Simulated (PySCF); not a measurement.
**CClMgNO, a cluster of ions: interaction energy**

An exercise on one series of results from a longer session: the logs are not shown, and one member is left open.

Programs: PySCF 2.14.0. All values are calculated, for the isolated system unless a continuum is named. Atoms count from 0, parts from 1.

## The system as given

5 atoms, charge 0, multiplicity 1; geometry: GFN2-xTB. Parts: 1 = atoms 0–1, `[Mg+][Cl]`, charge 1; 2 = atoms 2–4, `[N-]=C=O`, charge -1.

The first run:

Job settings and geometry (Å):

```
{"job": {"xc": "PBE0", "basis": "def2-SVPD", "d3": "d3bj", "grid": 2, "kind": "geom", "shake": 0.01}, "charge": 0, "multiplicity": 1, "parts": [{"atoms": "0-1", "charge": 1, "multiplicity": 1}, {"atoms": "2-4", "charge": -1, "multiplicity": 1}]}
Mg     0.973115    -0.796785     0.096511
Cl    -0.835704     0.246747    -0.330703
N      2.082298    -1.466365     1.373550
C      2.675247    -1.778174     2.387518
O      3.202644    -2.118801     3.339810
```

On the command line:

```sh
$ OMP_NUM_THREADS=1 python cluster_run.py task.json out
```

The driver reads the jobs from task.json and runs them one after another.

Among the steps run: Geometry optimisation at PBE0-D3(BJ)/def2-SVPD; Coupled-cluster interaction energy: CCSD(T) and MP2.

One table of the session follows, with a row left open; its other results are not shown here.

It belongs to the step «Coupled-cluster interaction energy: CCSD(T) and MP2». 

| method | interaction energy (kcal/mol) |
| --- | --- |
| HF/aug-cc-pVDZ | -209.83 |
| MP2/aug-cc-pVDZ | -205.74 |
| CCSD/aug-cc-pVDZ | -206.05 |
| CCSD(T)/aug-cc-pVDZ | -205.53 |
| HF/aug-cc-pVTZ | -211.24 |
| MP2/aug-cc-pVTZ | -207.43 |
| SCS-MP2/aug-cc-pVTZ | -207.25 |
| MP2, extrapolated | -207.55 |
| CCSD(T), limit estimate | ? |

**Question.** Estimate the row for CCSD(T), limit estimate.

**Answer.** interaction energy (kcal/mol): -207.34. In the column «interaction energy (kcal/mol)» it lies between MP2/aug-cc-pVTZ (-207.43) and SCS-MP2/aug-cc-pVTZ (-207.25).

In this run the core of Mg (2s2p) is correlated, in a basis without core functions; only the other cores are frozen.

Caveats from the session: The interaction energy leaves out the deformation of the parts, 3.88 kcal/mol (MP2); added to the CCSD(T) estimate it gives a binding of about -203.5 kcal/mol.
